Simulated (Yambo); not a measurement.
# Pb (Fm-3m) in Yambo: further runs

Runs on Pb. Level: PBE. Tasks: optical spectrum.

Program: Yambo 5.3.0. These are calculated values, not measurements. Logs are shortened: lines on timing, memory, paths and dates and some standing lists are left out, and cuts for length are marked.

## (1) The crystal as given

The structure is cubic, space group Fm-3m (No. 225). Conventional cell: a = 4.950 Å, b = 4.950 Å, c = 4.950 Å, α = 90.00°, β = 90.00°, γ = 90.00°. Pb (site symmetry m-3m) has 12 Pb at 3.50 Å as nearest neighbours.

## (2) Optical spectrum, PBE

Contents of optics0.in:

```
optics
chi
Chimod= "IP"
% BndsRnXd
 1 | 37 |
%
% LongDrXd
 0 | 0 | 1 |
%
% QpntsRXd
 1 | 1 |
%
% EnRngeXd
 0 | 30 | eV
%
% DmRngeXd
 0.1 | 0.1 | eV
%
ETStpsXd= 300
```

Contents of scf.in:

```
&CONTROL
  calculation = 'scf'
  prefix = 'pwscf'
  outdir = './tmp'
  pseudo_dir = './pseudo'
/
&SYSTEM
  ibrav = 0
  nat = 1
  ntyp = 1
  ecutwfc = 56
  nbnd = 13
  occupations = 'smearing'
  smearing = 'fd'
  degauss = 0.00367493
  force_symmorphic = .true.
/
&ELECTRONS
  conv_thr = 2d-10
  electron_maxstep = 120
  mixing_beta = 0.5
/
ATOMIC_SPECIES
Pb   207.2000 Pb.upf
CELL_PARAMETERS angstrom
   0.0000000000    2.4750200000    2.4750200000
   2.4750200000    0.0000000000    2.4750200000
   2.4750200000    2.4750200000    0.0000000000
ATOMIC_POSITIONS angstrom
Pb     0.0000000000    0.0000000000    0.0000000000
K_POINTS automatic
20 20 20 0 0 0
```

Contents of nscf.in:

```
&CONTROL
  calculation = 'nscf'
  prefix = 'pwscf'
  outdir = './tmp'
  pseudo_dir = './pseudo'
/
&SYSTEM
  ibrav = 0
  nat = 1
  ntyp = 1
  ecutwfc = 56
  nbnd = 37
  occupations = 'smearing'
  smearing = 'fd'
  degauss = 0.00367493
  force_symmorphic = .true.
/
&ELECTRONS
  conv_thr = 1d-08
  diago_full_acc = .true.
  diago_thr_init = 1d-06
/
ATOMIC_SPECIES
Pb   207.2000 Pb.upf
CELL_PARAMETERS angstrom
   0.0000000000    2.4750200000    2.4750200000
   2.4750200000    0.0000000000    2.4750200000
   2.4750200000    2.4750200000    0.0000000000
ATOMIC_POSITIONS angstrom
Pb     0.0000000000    0.0000000000    0.0000000000
K_POINTS automatic
20 20 20 0 0 0
```

Potentials or basis: PseudoDojo 0.4.1 SR PBE standard.

The run is started by

```sh
$ OMP_NUM_THREADS=1 pw.x -in scf.in > scf.out
$ OMP_NUM_THREADS=1 pw.x -in nscf.in > nscf.out
$ cd tmp/pwscf.save; p2y; mv SAVE ../..; cd ../..
$ OMP_NUM_THREADS=1 yambo
$ OMP_NUM_THREADS=1 yambo -F optics0.in -J optics0 -C optics0_out
```

Yambo's report:

```text
[... sections 02.01 to 02.04 as in the set-up run ...]

  [02.05] Energies & Occupations
  ==============================

  [X] === General ===
  [X] Electronic Temperature                        :  0.258606E-1   300.100    [eV K]
  [X] Bosonic    Temperature                        :  0.258606E-1   300.100    [eV K]
  [X] Finite Temperature mode                       : yes
  [X] El. density                                   :  0.46170E+24 [cm-3]
  [X] Fermi Level                                   :  11.45899 [eV]

  [X] === Gaps and Widths ===
  [X] Conduction Band Min                           :  11.45899 [eV]
  [X] Valence Band Max                              :  11.45899 [eV]
  [X] Filled Bands                                  :   6
  [X] Metallic Bands                                :   7   9
  [X] Empty Bands                                   :   10   37

  [X] === Metallic Characters ===
  [X] N of el / N of met el                         :  14.00000   1.86194
  [X] Average metallic occ.                         :  0.155162

  [WARNING] [X] Metallic system

 [03] Transferred momenta grid and indexing
 ==========================================

 IBZ Q-points                                      :  256
 BZ  Q-points                                      :   8000

 K/Q-points units:
 rlu = crystal or reduced units; cc = cartesian coordinates; iku = interal k-units

 Q [  1]        [rlu]:  0.000000  0.000000  0.000000
 Q [  2]        [rlu]:  0.32559E-18  0.32559E-18  0.50000E-01
 Q [  3]        [rlu]:  0.65118E-18  0.65118E-18  0.10000
 Q [  4]        [rlu]:  0.82093E-18  0.82093E-18  0.15000
 Q [  5]        [rlu]: -0.57924E-17 -0.57924E-17  0.20000
 Q [  6]        [rlu]:  0.50195E-17  0.50195E-17  0.25000
 Q [  7]        [rlu]: -0.11924E-16 -0.11924E-16  0.30000
 Q [  8]        [rlu]: -0.17358E-17 -0.17358E-17  0.35000
 Q [  9]        [rlu]: -0.10961E-16 -0.10961E-16  0.40000
 Q [ 10]        [rlu]: -0.72443E-17 -0.72443E-17  0.45000
 Q [ 11]        [rlu]: -0.10039E-16 -0.10039E-16 -0.50000
 Q [ 12]        [rlu]: -0.55793E-18  0.50000E-01  0.50000E-01
 Q [ 13]        [rlu]: -0.14481E-17  0.50000E-01  0.10000
 Q [ 14]        [rlu]: -0.98351E-17  0.50000E-01  0.15000
 Q [ 15]        [rlu]:  0.82093E-18  0.50000E-01  0.20000
 Q [ 16]        [rlu]: -0.57924E-17  0.50000E-01  0.25000
 Q [ 17]        [rlu]: -0.88583E-17  0.50000E-01  0.30000
 Q [ 18]        [rlu]: -0.11924E-16  0.50000E-01  0.35000
 Q [ 19]        [rlu]:  0.59823E-17  0.50000E-01  0.40000
 Q [ 20]        [rlu]: -0.11585E-16  0.50000E-01  0.45000
 Q [ 21]        [rlu]: -0.72443E-17  0.50000E-01  0.50000
 Q [ 22]        [rlu]: -0.10039E-16  0.50000E-01 -0.45000
 Q [ 23]        [rlu]:  0.72443E-17  0.50000E-01 -0.40000
 Q [ 24]        [rlu]:  0.11585E-16  0.50000E-01 -0.35000
 Q [ 25]        [rlu]: -0.59823E-17  0.50000E-01 -0.30000
 Q [ 26]        [rlu]:  0.11924E-16  0.50000E-01 -0.25000
 Q [ 27]        [rlu]: -0.50195E-17  0.50000E-01 -0.20000
 Q [ 28]        [rlu]:  0.57924E-17  0.50000E-01 -0.15000
 Q [ 29]        [rlu]: -0.82093E-18  0.50000E-01 -0.10000
 Q [ 30]        [rlu]:  0.25845E-17  0.50000E-01 -0.50000E-01
 Q [ 31]        [rlu]: -0.11159E-17  0.10000      0.10000
 Q [ 32]        [rlu]:  0.24767E-18  0.10000      0.15000
 Q [ 33]        [rlu]:  0.49534E-18  0.10000      0.20000
 Q [ 34]        [rlu]:  0.82093E-18  0.10000      0.25000
 Q [ 35]        [rlu]: -0.19670E-16  0.10000      0.30000
 Q [ 36]        [rlu]: -0.88583E-17  0.10000      0.35000
 Q [ 37]        [rlu]: -0.11924E-16  0.10000      0.40000
 Q [ 38]        [rlu]: -0.17358E-17  0.10000      0.45000
 Q [ 39]        [rlu]:  0.29737E-16  0.10000      0.50000
 Q [ 40]        [rlu]:  0.28189E-16  0.10000     -0.45000
 Q [ 41]        [rlu]: -0.51361E-16  0.10000     -0.40000
 Q [ 42]        [rlu]:  0.72443E-17  0.10000     -0.35000
 Q [ 43]        [rlu]:  0.10961E-16  0.10000     -0.30000
 Q [ 44]        [rlu]:  0.17358E-17  0.10000     -0.25000
 Q [ 45]        [rlu]:  0.11924E-16  0.10000     -0.20000
 Q [ 46]        [rlu]: -0.50195E-17  0.10000     -0.15000
 Q [ 47]        [rlu]:  0.57924E-17  0.10000     -0.10000
 Q [ 48]        [rlu]: -0.16738E-17  0.15000      0.15000
 Q [ 49]        [rlu]: -0.29880E-17  0.15000      0.20000
 Q [ 50]        [rlu]:  0.49534E-18  0.15000      0.25000

 Remaining 206 points informations can be written running with -fatlog

 [04] Dipoles
 ============

  [04.01] Setup: observables and procedures
  =========================================

  [WF-Oscillators/G space/Transverse up loader] Normalization (few states)  min/max  :  0.16919E-16   1.0000

  [WR./optics0//ndb.dipoles]------------------------------------------------------
   Brillouin Zone Q/K grids (IBZ/BZ)                :    256   8000    256   8000
   RL vectors                                       :  1989 [WF]
   Fragmentation                                    : yes
   Electronic Temperature                           :  300.1000 [K]
   Bosonic    Temperature                           :  300.1000 [K]
   DIP band range                                   :    1   37
   DIP band range limits                            :   9   7
   DIP e/h energy range                             : -1.000000 -1.000000 [eV]
   RL vectors in the sum                            :  1989
   [r,Vnl] included                                 : yes
   Bands ordered                                    : yes
   Direct v evaluation                              : no
   Approach used                                    : G-space v
   Dipoles computed                                 : R V P [G-space]
   Wavefunctions                                    : Perdew, Burke & Ernzerhof(X)+Perdew, Burke & Ernzerhof(C)

  [WARNING] [r,Vnl^pseudo] included in position and velocity dipoles.

  [WARNING] In case H contains other non local terms, these are neglected

 [05] Optics
 ===========

 [X-CG] R(p) Tot o/o(of R):    41259  1707176      100

 [WARNING] The system is a metal but Drude term not included.
```

Wall time 2.1 min (1 thread of Arm Neoverse V1, shared host); peak memory 0.43 GiB.

What came out:

```yaml
Band_gap_on_the_k_mesh_mean-field_level: none (metal or under the smearing width)
```

Dielectric function (along the field direction of the input):
```tsv
energy (eV)	real part	imaginary part
0.30	18.13	0.33
0.90	23.86	3.75
1.61	21.57	21.68
2.31	2.03	21.05
3.01	-7.60	15.13
3.61	-5.51	6.56
4.31	-5.11	3.98
5.02	-3.02	1.73
5.72	-1.51	0.78
6.32	-0.60	0.74
7.02	0.24	0.91
7.73	0.61	1.11
8.43	0.36	1.06
9.03	0.37	1.08
9.73	0.49	0.90
10.43	0.45	0.86
11.14	0.47	0.60
11.74	0.67	0.51
12.44	0.71	0.36
13.14	0.78	0.29
13.85	0.89	0.34
14.45	1.01	0.25
15.15	1.13	0.19
15.85	1.30	0.18
16.56	1.54	0.22
17.16	1.72	0.66
17.86	1.49	0.81
18.56	1.45	0.92
19.26	1.18	1.03
19.97	0.98	0.93
```

Energy-loss function:
```json
{"energy (eV)": "0.0", "loss": "0.000"}
{"energy (eV)": "1.3", "loss": "0.021"}
{"energy (eV)": "2.6", "loss": "0.055"}
{"energy (eV)": "3.9", "loss": "0.095"}
{"energy (eV)": "5.2", "loss": "0.188"}
{"energy (eV)": "6.5", "loss": "1.513"}
{"energy (eV)": "7.8", "loss": "0.594"}
{"energy (eV)": "9.1", "loss": "0.747"}
{"energy (eV)": "10.4", "loss": "0.918"}
{"energy (eV)": "11.7", "loss": "0.725"}
{"energy (eV)": "13.0", "loss": "0.453"}
{"energy (eV)": "14.3", "loss": "0.221"}
{"energy (eV)": "15.7", "loss": "0.100"}
{"energy (eV)": "17.0", "loss": "0.135"}
{"energy (eV)": "18.3", "loss": "0.323"}
{"energy (eV)": "19.6", "loss": "0.450"}
{"energy (eV)": "20.9", "loss": "0.563"}
{"energy (eV)": "22.2", "loss": "0.636"}
{"energy (eV)": "23.5", "loss": "0.492"}
{"energy (eV)": "24.8", "loss": "0.244"}
{"energy (eV)": "26.1", "loss": "0.372"}
{"energy (eV)": "27.4", "loss": "0.255"}
{"energy (eV)": "28.7", "loss": "0.250"}
{"energy (eV)": "30.0", "loss": "0.251"}
```

Caveat: the intraband (Drude) term of the metal is left out; independent-particle spectra lack excitons.

## (3) Optical spectrum, PBE

Contents of optics1.in:

```
optics
chi
Chimod= "HARTREE"
% BndsRnXd
 1 | 37 |
%
NGsBlkXd= 3 Ry
% LongDrXd
 0 | 0 | 1 |
%
% QpntsRXd
 1 | 1 |
%
% EnRngeXd
 0 | 20 | eV
%
% DmRngeXd
 0.1 | 0.1 | eV
%
ETStpsXd= 200
```

scf.in is that of step 2.

nscf.in is that of step 2.

Potentials or basis: PseudoDojo 0.4.1 SR PBE standard.

The run is started by

```sh
$ OMP_NUM_THREADS=1 pw.x -in scf.in > scf.out
$ OMP_NUM_THREADS=1 pw.x -in nscf.in > nscf.out
$ cd tmp/pwscf.save; p2y; mv SAVE ../..; cd ../..
$ OMP_NUM_THREADS=1 yambo
$ OMP_NUM_THREADS=1 yambo -F optics1.in -J optics1 -C optics1_out
```

Yambo's report:

```text
[... sections 02.01 to 02.04 as in the set-up run ...]

  [02.05] Energies & Occupations
  ==============================

  [X] === General ===
  [X] Electronic Temperature                        :  0.258606E-1   300.100    [eV K]
  [X] Bosonic    Temperature                        :  0.258606E-1   300.100    [eV K]
  [X] Finite Temperature mode                       : yes
  [X] El. density                                   :  0.46170E+24 [cm-3]
  [X] Fermi Level                                   :  11.45899 [eV]

  [X] === Gaps and Widths ===
  [X] Conduction Band Min                           :  11.45899 [eV]
  [X] Valence Band Max                              :  11.45899 [eV]
  [X] Filled Bands                                  :   6
  [X] Metallic Bands                                :   7   9
  [X] Empty Bands                                   :   10   37

  [X] === Metallic Characters ===
  [X] N of el / N of met el                         :  14.00000   1.86194
  [X] Average metallic occ.                         :  0.155162

  [WARNING] [X] Metallic system

 [03] Transferred momenta grid and indexing
 ==========================================

 IBZ Q-points                                      :  256
 BZ  Q-points                                      :   8000

 K/Q-points units:
 rlu = crystal or reduced units; cc = cartesian coordinates; iku = interal k-units

 Q [  1]        [rlu]:  0.000000  0.000000  0.000000
 Q [  2]        [rlu]:  0.32559E-18  0.32559E-18  0.50000E-01
 Q [  3]        [rlu]:  0.65118E-18  0.65118E-18  0.10000
 Q [  4]        [rlu]:  0.82093E-18  0.82093E-18  0.15000
 Q [  5]        [rlu]: -0.57924E-17 -0.57924E-17  0.20000
 Q [  6]        [rlu]:  0.50195E-17  0.50195E-17  0.25000
[... 42 lines left out ...]
 Q [ 49]        [rlu]: -0.29880E-17  0.15000      0.20000
 Q [ 50]        [rlu]:  0.49534E-18  0.15000      0.25000

 Remaining 206 points informations can be written running with -fatlog

 [04] Dipoles
 ============

  [04.01] Setup: observables and procedures
  =========================================

  [WF-Oscillators/G space/Transverse up loader] Normalization (few states)  min/max  :  0.16919E-16   1.0000

  [WR./optics1//ndb.dipoles]------------------------------------------------------
   Brillouin Zone Q/K grids (IBZ/BZ)                :    256   8000    256   8000
   RL vectors                                       :  1989 [WF]
   Fragmentation                                    : yes
   Electronic Temperature                           :  300.1000 [K]
   Bosonic    Temperature                           :  300.1000 [K]
   DIP band range                                   :    1   37
   DIP band range limits                            :   9   7
   DIP e/h energy range                             : -1.000000 -1.000000 [eV]
   RL vectors in the sum                            :  1989
   [r,Vnl] included                                 : yes
   Bands ordered                                    : yes
   Direct v evaluation                              : no
   Approach used                                    : G-space v
   Dipoles computed                                 : R V P [G-space]
   Wavefunctions                                    : Perdew, Burke & Ernzerhof(X)+Perdew, Burke & Ernzerhof(C)

  [WARNING] [r,Vnl^pseudo] included in position and velocity dipoles.

  [WARNING] In case H contains other non local terms, these are neglected

 [05] Optics
 ===========

 [X-CG] R(p) Tot o/o(of R):    41259  1707176      100

 [WARNING] The system is a metal but Drude term not included.
```

It took 2.4 min on 1 thread of Arm Neoverse V1, shared host; peak memory 1.3 GiB.

What came out:

- Band gap on the k mesh, mean-field level: none (metal or under the smearing width)

Dielectric function (along the field direction of the input):
```csv
energy (eV),real part,imaginary part
0.30,17.00,0.31
0.80,20.87,1.96
1.31,20.45,14.37
1.81,18.79,20.58
2.31,1.30,19.80
2.81,-4.35,17.13
3.32,-7.17,9.52
3.82,-4.77,6.30
4.32,-5.09,3.71
4.82,-3.18,1.89
5.33,-2.26,1.16
5.83,-1.38,0.58
6.33,-0.89,0.57
6.83,-0.21,0.57
7.34,-0.07,0.65
7.84,0.26,0.85
8.34,0.17,0.67
8.84,0.33,0.67
9.35,0.24,0.70
9.85,0.39,0.57
10.35,0.48,0.50
10.85,0.34,0.43
11.36,0.40,0.33
11.86,0.57,0.31
12.36,0.59,0.23
12.86,0.65,0.23
13.37,0.76,0.12
13.87,0.81,0.20
14.37,0.86,0.13
14.87,0.89,0.09
15.38,0.98,0.07
15.88,1.06,0.09
16.38,1.15,0.09
16.88,1.26,0.15
17.39,1.25,0.27
17.89,1.23,0.32
18.39,1.22,0.34
18.89,1.22,0.44
19.40,1.17,0.45
20.00,1.09,0.46
```

Caveat: the intraband (Drude) term of the metal is left out; these spectra lack excitons.
